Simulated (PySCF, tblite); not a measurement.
**C4H6BF2Si radical: geometry, infrared bands and EPR parameters**

Aim: predict the infrared bands and EPR parameters of C4H6BF2Si radical (`FB(F)C1=CCC[SiH]1`).

Computed with tblite 0.8.0 and PySCF 2.14.0, with density-fitted response routines of our own, on a single molecule in the gas phase. Atoms count from 0, in the outputs and in this text.

## (1) The starting structure

14 atoms, charge 0, multiplicity 2; geometry from: force field or distance geometry start.

Bonds of the start (Å): F0–B1 1.48, B1–F2 1.45, B1–C3 1.56, C3–C4 1.33, C4–C5 1.45, C5–C6 1.48, C6–Si7 1.89, Si7–C3 1.85, C4–H8 1.11, C5–H9 1.12, C5–H10 1.12, C6–H11 1.09, C6–H12 1.14, Si7–H13 1.46.

## (2) Optimising the geometry with GFN2-xTB

Job settings and geometry (Å):

```
{"job": {"kind": "relax", "xc": "GFN2-xTB", "basis": "xTB"}, "charge": 0, "multiplicity": 2}
F      3.117100    -0.215600     1.374700
B      2.462500    -0.361600     0.059000
F      3.320000    -0.032000    -1.067700
C      0.917500    -0.198300    -0.115900
C     -0.004700    -1.099200     0.207700
C     -1.364000    -0.686500    -0.069900
C     -1.581000     0.778000    -0.095800
Si     0.093800     1.318000    -0.794900
H      0.282500    -2.084600     0.632200
H     -1.779300    -1.156100    -1.003500
H     -2.016400    -1.127800     0.731200
H     -2.420000     1.135000    -0.700000
H     -1.595600     1.197200     0.959100
H      0.566900     2.532900    -0.138300
```

Launch:

```console
$ OMP_NUM_THREADS=1 python probes_run.py task.json out
```

One launch serves the whole session: the jobs run in the order shown.

The program printed:

```text
step      E/eV     max force
  0    -653.68685    4.214
  1    -654.35234    2.491
  2    -654.59055    1.728
  3    -654.65208    0.720
  4    -654.69784    0.398
  5    -654.71217    0.333
  6    -654.72209    0.328
  7    -654.72759    0.227
  8    -654.73391    0.196
  9    -654.73961    0.189
 10    -654.74414    0.218
 11    -654.74738    0.175
 12    -654.75010    0.137
 13    -654.75271    0.150
 14    -654.75577    0.167
 15    -654.75919    0.221
 16    -654.76233    0.201
 17    -654.76478    0.143
 18    -654.76686    0.103
 19    -654.76865    0.088
 20    -654.76983    0.075
 21    -654.77063    0.070
 22    -654.77156    0.080
 23    -654.77302    0.121
 24    -654.77509    0.126
 25    -654.77731    0.119
 26    -654.77916    0.137
 27    -654.78112    0.157
 28    -654.78418    0.196
 29    -654.78852    0.238
 30    -654.79354    0.239
 31    -654.79857    0.197
 32    -654.80301    0.168
 33    -654.80042    0.771
 34    -654.81006    0.195
 35    -654.81359    0.138
 36    -654.81998    0.492
 37    -654.82326    0.151
 38    -654.82591    0.146
 39    -654.82881    0.652
 40    -654.83542    0.141
 41    -654.83798    0.087
 42    -654.83936    0.358
 43    -654.84168    0.099
 44    -654.84332    0.095
 45    -654.85050    0.158
 46    -654.85222    0.126
 47    -654.85371    0.133
 48    -654.85529    0.078
 49    -654.85639    0.087
 50    -654.85711    0.051
 51    -654.85744    0.049
 52    -654.85783    0.047
 53    -654.85816    0.039
 54    -654.85846    0.037
 55    -654.85864    0.030
 56    -654.85879    0.031
 57    -654.85897    0.038
 58    -654.85915    0.032
 59    -654.85930    0.030
 60    -654.85942    0.029
 61    -654.85958    0.031
 62    -654.85977    0.035
 63    -654.85996    0.038
 64    -654.86008    0.027
 65    -654.86017    0.025
 66    -654.86026    0.025
 67    -654.86039    0.026
 68    -654.86051    0.026
 69    -654.86059    0.017
 70    -654.86062    0.013
 71    -654.86064    0.009
```

It took 0.43 s on 1 thread of Arm Neoverse V2, shared host.

Step by step: (not every step is listed)

| step | energy from step 0 (eV) | largest force (eV/Å) |
| --- | --- | --- |
| 0 | 0.0000 | 4.2145 |
| 1 | -0.6655 | 2.4914 |
| 2 | -0.9037 | 1.7278 |
| 3 | -0.9652 | 0.7199 |
| 4 | -1.0110 | 0.3982 |
| 5 | -1.0253 | 0.3331 |
| 6 | -1.0352 | 0.3284 |
| 7 | -1.0407 | 0.2265 |
| 8 | -1.0471 | 0.1965 |
| 13 | -1.0659 | 0.1503 |
| 18 | -1.0800 | 0.1034 |
| 23 | -1.0862 | 0.1206 |
| 28 | -1.0973 | 0.1961 |
| 33 | -1.1136 | 0.7706 |
| 38 | -1.1391 | 0.1457 |
| 43 | -1.1548 | 0.0991 |
| 48 | -1.1684 | 0.0779 |
| 53 | -1.1713 | 0.0393 |
| 58 | -1.1723 | 0.0318 |
| 63 | -1.1731 | 0.0385 |
| 66 | -1.1734 | 0.0246 |
| 67 | -1.1735 | 0.0260 |
| 68 | -1.1737 | 0.0262 |
| 69 | -1.1737 | 0.0167 |
| 70 | -1.1738 | 0.0134 |
| 71 | -1.1738 | 0.0094 |

Distances of close pairs at the start and the end, largest changes first:

| bond | before (Å) | after (Å) | change (Å) |
| --- | --- | --- | --- |
| F0–B1 | 1.477 | 1.326 | -0.151 |
| B1–F2 | 1.454 | 1.329 | -0.125 |
| C5–C6 | 1.481 | 1.536 | +0.056 |
| C4–C5 | 1.447 | 1.495 | +0.048 |
| C6–H12 | 1.135 | 1.092 | -0.044 |
| B1–C3 | 1.563 | 1.527 | -0.036 |
| C4–H8 | 1.111 | 1.080 | -0.030 |
| C5–H10 | 1.123 | 1.093 | -0.030 |

The next job starts from the end point, and lists it.

## (3) Vibrational analysis with GFN2-xTB

Job settings and geometry (Å):

```
{"job": {"kind": "ir", "xc": "GFN2-xTB", "basis": "xTB"}, "charge": 0, "multiplicity": 2}
F      3.074614    -1.306885     0.677364
B      2.495972    -0.295629     0.044240
F      3.364690     0.565642    -0.475338
C      0.985450    -0.094433    -0.061004
C      0.058378    -1.020707     0.283811
C     -1.392518    -0.709314     0.100363
C     -1.593874     0.784617    -0.196379
Si     0.131086     1.415544    -0.733721
H      0.326591    -2.000398     0.652151
H     -1.762867    -1.309516    -0.737722
H     -1.957886    -1.027147     0.980646
H     -2.389856     0.933376    -0.921689
H     -1.898723     1.307654     0.711972
H      0.558265     2.756724    -0.346859
```

The program printed:

```text
mode    cm-1     km/mol
  1      47.7      0.00
  2      91.0      1.13
  3     104.7      0.14
  4     146.1      0.33
  5     287.1      9.71
  6     314.0     10.96
  7     350.0     17.84
  8     403.6     12.15
  9     456.8     32.28
 10     510.1     63.61
 11     563.8    116.39
 12     593.4      9.05
 13     651.4     10.18
 14     702.1     47.92
 15     765.1      9.82
 16     780.7     45.06
 17     898.2      4.88
 18     947.7     13.29
 19     988.9     39.67
 20    1088.6     25.61
 21    1099.4      7.79
 22    1167.5     12.24
 23    1219.4    271.28
 24    1225.2     41.43
 25    1250.5      3.90
 26    1295.3    264.18
 27    1313.5    329.18
 28    1453.7     35.89
 29    1484.8      5.97
 30    1538.5    291.97
 31    2281.2    300.14
 32    2918.5     17.17
 33    2954.8     37.28
 34    2965.9     34.88
 35    3022.6     19.06
 36    3066.9     14.44
```

Wall time 0.42 s (1 thread of Arm Neoverse V2, shared host).

Which atoms move in the most intense modes:

| cm⁻¹ | km/mol | atoms |
| --- | --- | --- |
| 510 | 63.6 | H13 74 %, B1 12 % |
| 564 | 116.4 | B1 52 %, C3 25 % |
| 702 | 47.9 | H12 25 %, C6 24 %, Si7 16 %, H11 10 % |
| 1219 | 271.3 | B1 59 %, F2 12 %, F0 10 % |
| 1295 | 264.2 | B1 32 %, C5 20 %, H10 11 % |
| 1314 | 329.2 | B1 28 %, H10 19 %, C5 15 %, H9 15 % |
| 1538 | 292.0 | C4 48 %, C3 42 % |
| 2281 | 300.1 | H13 97 % |

## (4) EPR parameters: B3LYP/pcH-1

The job, as its differences from that of step 3:

```diff
@@ -1,2 +1,2 @@
-{"job": {"kind": "ir", "xc": "GFN2-xTB", "basis": "xTB"}, "charge": 0, "multiplicity": 2}
+{"job": {"kind": "epr", "basis": "pcH-1"}, "charge": 0, "multiplicity": 2}
 F      3.074614    -1.306885     0.677364
```

Method: UKS B3LYP, pcH-1 on B C F H Si, non-relativistic, mean-field spin-orbit, GIAO.

The program printed:

```text
UKS, coarse grid
  cycle   1  E = -670.06347736  |g| = 5.62e-01
  cycle   2  E = -669.95130252  |g| = 8.10e-01
  cycle   3  E = -670.18208535  |g| = 4.19e-02
  cycle   4  E = -670.18203602  |g| = 4.81e-02
  cycle   5  E = -670.18320061  |g| = 7.03e-03
  cycle   6  E = -670.18323715  |g| = 2.87e-03
  cycle   7  E = -670.18324350  |g| = 1.50e-03
  cycle   8  E = -670.18324466  |g| = 3.66e-04
UKS, final grid
  cycle   1  E = -670.18309607  |g| = 4.63e-04
  cycle   2  E = -670.18309599  |g| = 6.68e-04
  cycle   3  E = -670.18309619  |g| = 7.00e-05
  cycle   4  E = -670.18309619  |g| = 3.19e-05
  cycle   5  E = -670.18309619  |g| = 2.74e-05
E = -670.18309619 Eh   <S^2> = 0.7569 (exact 0.7500)
g shifts (ppm)      1          2          3
  rmc          -134       -134       -134
  gc             22         42         50
  oz_so        -178        794       2179
  total        -289        703       2095
hyperfine (MHz)  atom isotope    a_iso     a_fc   dipolar eigenvalues
    0   19F       0.04       0.08     -6.78      2.17      4.61
    1   11B       1.08       1.08     -1.36      0.17      1.20
    2   19F      -0.39      -0.36     -8.57      2.28      6.29
    3   13C       7.64       7.62    -11.42      2.91      8.51
    4   13C      21.99      21.99    -15.24    -13.92     29.16
    5   13C      -5.22      -5.22     -0.70     -0.55      1.25
    6   13C      24.15      24.12     -4.10     -2.99      7.09
    7  29Si    -415.17    -416.14   -161.15     79.05     82.10
    8    1H      -8.13      -8.14     -7.69     -0.88      8.58
    9    1H      21.50      21.49     -2.06     -0.94      3.00
   10    1H      28.50      28.50     -1.62     -0.85      2.47
   11    1H      15.65      15.65     -3.94     -2.91      6.85
   12    1H      46.38      46.38     -3.23     -0.31      3.54
   13    1H      64.44      64.42     -9.32      1.31      8.01
```

Run time: 93 s. Hardware: 1 thread of Arm Neoverse V2, shared host; peak memory 0.97 GiB.

Principal g values 2.00203, 2.00302, 2.00441; g(iso) = 2.00316, against 2.00232 for a free electron.

Mean a(iso) over the nuclei that a row names, and the largest dipolar term of the row (other rows stand at the frozen geometry):

| nuclei | isotope | a(iso) (MHz) | a(iso) (G, at g = 2.0023) | largest dipolar term (MHz) |
| --- | --- | --- | --- | --- |
| Si7 | 29Si | -415.2 | -148.1 | -161.1 |
| H13 | 1H | 64.4 | 23.0 | -9.3 |
| H11, H12 | 1H | 31.0 | 11.1 | 6.8 |
| H9, H10 | 1H | 25.0 | 8.9 | 3.0 |
| C6 | 13C | 24.1 | 8.6 | 7.1 |
| C4 | 13C | 22.0 | 7.8 | 29.2 |
| H8 | 1H | -8.1 | -2.9 | 8.6 |
| C3 | 13C | 7.6 | 2.7 | -11.4 |
| C5 | 13C | -5.2 | -1.9 | 1.2 |
| B1 | 11B | 1.1 | 0.4 | -1.4 |
| F0, F2 | 19F | -0.2 | -0.1 | -8.6 |

Mulliken spin populations:

F0 0.00; B1 -0.01; F2 0.00; C3 -0.10; C4 0.18; C5 -0.01; C6 -0.01; Si7 0.89; H8 -0.01; H9 0.01; H10 0.01; H11 0.00; H12 0.02; H13 0.02

In first order the couplings over 0.8 MHz of 1H, 11B give 144 distinct lines over 67.0 G, if the averaged nuclei exchange fast.

Orbitals, density, ELF and potential are computed afterwards from the orbital file.

ELF in a plane through or near 8 of the atoms.

Ten even steps from ' ' (0.00) to '@' (1.00):
```
                                                        
                                                        
                      ..--==::                          
                    ::##@@@@%%==                        
                    --@@@@@@@@##..                      
                    ::%%@@@@@@**..                      
        ..--++==..    --==......==--......              
      ::++%%%%%%==  ..==..++**::%%**==****==..          
      --##%%++%%==::++%%@@==..##@@..--%%%%**::          
        ::==**::  ####::==**..::##----****==..          
          ::==..::##%%..**##--==##%%##::                
      ::++%%%%##==::--++**::++@@----++::                
      ..++%%%%%%==    ++%%==**##==****==..              
        ..--++++::  --@@@@@@**....----::                
                    ++@@@@@@++                          
                    ::##@@%%::                          
                                                        
                                                        
                                                        
                                                        
```
The map spans 11.7 Å across and 10.8 Å up, centred on the molecule. Atoms in the plane (x, y in Å): B1 (-2.5, 0.0), F2 (-3.3, 1.0), C3 (-1.0, 0.0), C4 (-0.2, -1.0), C5 (1.3, -0.9), C6 (1.7, 0.6), Si7 (0.0, 1.6), H8 (-0.6, -2.1).

On the surface of density 0.002 e/bohr³ the electrostatic potential runs, from the 1st to the 99th percentile, from -0.96 V near F2 to 1.32 V near B1.

The spin density lies nearest to Si7 60 %; C4 12 %; H13 10 %.

## (5) Outcome

```
                                 quantity                    value
strongest single infrared mode (GFN2-xTB)    1314 cm⁻¹, 329 km/mol
             zero-point energy (GFN2-xTB)            58.5 kcal/mol
                           g(iso) (B3LYP)                  2.00316
                                     ⟨S²⟩       0.757 (exact 0.75)
       largest a(iso) (averaged by class)  29Si on Si7, -415.2 MHz
    surface potential, 1st and 99th percentile       -0.96 V and 1.32 V
```

In words: Relaxing lowered the energy by 1.174 eV in 71 steps; the close pair that moved most is F0–B1, from 1.477 to 1.326 Å. No mode is imaginary among the 36: a minimum at this level. The strongest single mode, at 1314 cm⁻¹, is spread over several atoms, B1, H10, C5, H9 among them. GFN2-xTB is a fitted tight-binding method: band positions and strengths are rough. Its intensities can rank the bands wrongly. Si7 carries the largest spin population, 0.89 e. The isotropic g lies 0.8 ppt above the free-electron value.
